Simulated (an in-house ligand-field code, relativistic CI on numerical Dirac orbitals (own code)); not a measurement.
# d2 in a ligand field: terms against the cubic field

Which terms of d2 lie lowest for given Racah parameters and ligand field?

The numbers are computed with an in-house ligand-field code version 1 (parametric ligand-field model of a d^n configuration (Racah B and C, spin-orbit zeta, crystal field), exact diagonalisation), except any that are marked as measured or tabulated.

## Step 1: The system

- shell: d2
- set 1 (cm⁻¹): B = 690, C = 3250, Oh, 10Dq = 11730
- set 2 (cm⁻¹): B = 690, C = 3250, Oh, 10Dq = 13110
- set 3 (cm⁻¹): B = 690, C = 3250, Oh, 10Dq = 14490
- set 4 (cm⁻¹): B = 690, C = 3250, Oh, 10Dq = 15870
- set 5 (cm⁻¹): B = 690, C = 3250, Oh, 10Dq = 17250
- set 6 (cm⁻¹): B = 690, C = 3250, Oh, 10Dq = 18630
- set 7 (cm⁻¹): B = 690, C = 3250, Oh, 10Dq = 20010
- set 8 (cm⁻¹): B = 690, C = 3250, Oh, 10Dq = 21390

## Step 2: Set 1

The run's settings:

```ini
n = 2
racah_B = 690  # cm-1
racah_C = 3250  # cm-1
zeta = 0  # cm-1
symmetry = Oh
field = {"10Dq": 11730}  # cm-1
```

## Step 3: Set 2

The run's settings:

```ini
n = 2
racah_B = 690  # cm-1
racah_C = 3250  # cm-1
zeta = 0  # cm-1
symmetry = Oh
field = {"10Dq": 13110}  # cm-1
```

## Step 4: Set 3

The run's settings:

```ini
n = 2
racah_B = 690  # cm-1
racah_C = 3250  # cm-1
zeta = 0  # cm-1
symmetry = Oh
field = {"10Dq": 14490}  # cm-1
```

## Step 5: Set 4

The run's settings:

```ini
n = 2
racah_B = 690  # cm-1
racah_C = 3250  # cm-1
zeta = 0  # cm-1
symmetry = Oh
field = {"10Dq": 15870}  # cm-1
```

## Step 6: Set 5

The run's settings:

```ini
n = 2
racah_B = 690  # cm-1
racah_C = 3250  # cm-1
zeta = 0  # cm-1
symmetry = Oh
field = {"10Dq": 17250}  # cm-1
```

## Step 7: Set 6

The run's settings:

```ini
n = 2
racah_B = 690  # cm-1
racah_C = 3250  # cm-1
zeta = 0  # cm-1
symmetry = Oh
field = {"10Dq": 18630}  # cm-1
```

## Step 8: Set 7

The run's settings:

```ini
n = 2
racah_B = 690  # cm-1
racah_C = 3250  # cm-1
zeta = 0  # cm-1
symmetry = Oh
field = {"10Dq": 20010}  # cm-1
```

## Step 9: Set 8

The run's settings:

```ini
n = 2
racah_B = 690  # cm-1
racah_C = 3250  # cm-1
zeta = 0  # cm-1
symmetry = Oh
field = {"10Dq": 21390}  # cm-1
```

(Steps that only read results are left out.)

**Question.** What will these runs give? Wanted: lowest terms.

**Answer**, as computed:

| set | 10Dq/B (size) | lowest | S | electrons in z² and x²-y² | first level of the same spin (cm⁻¹) |
| --- | --- | --- | --- | --- | --- |
| 1: Oh | 17.0 | 3T1 | 1.00 | 0.05 | 3T2 10569 |
| 2: Oh | 19.0 | 3T1 | 1.00 | 0.04 | 3T2 11890 |
| 3: Oh | 21.0 | 3T1 | 1.00 | 0.04 | 3T2 13217 |
| 4: Oh | 23.0 | 3T1 | 1.00 | 0.03 | 3T2 14551 |
| 5: Oh | 25.0 | 3T1 | 1.00 | 0.03 | 3T2 15889 |
| 6: Oh | 27.0 | 3T1 | 1.00 | 0.03 | 3T2 17232 |
| 7: Oh | 29.0 | 3T1 | 1.00 | 0.02 | 3T2 18578 |
| 8: Oh | 31.0 | 3T1 | 1.00 | 0.02 | 3T2 19928 |

```
    quantity                                                           value
lowest terms  1: 3T1, 2: 3T1, 3: 3T1, 4: 3T1, 5: 3T1, 6: 3T1, 7: 3T1, 8: 3T1
```

**Reading.** The lowest term stays 3T1 over this range. B, C and the field are free parameters here, not those of a compound.
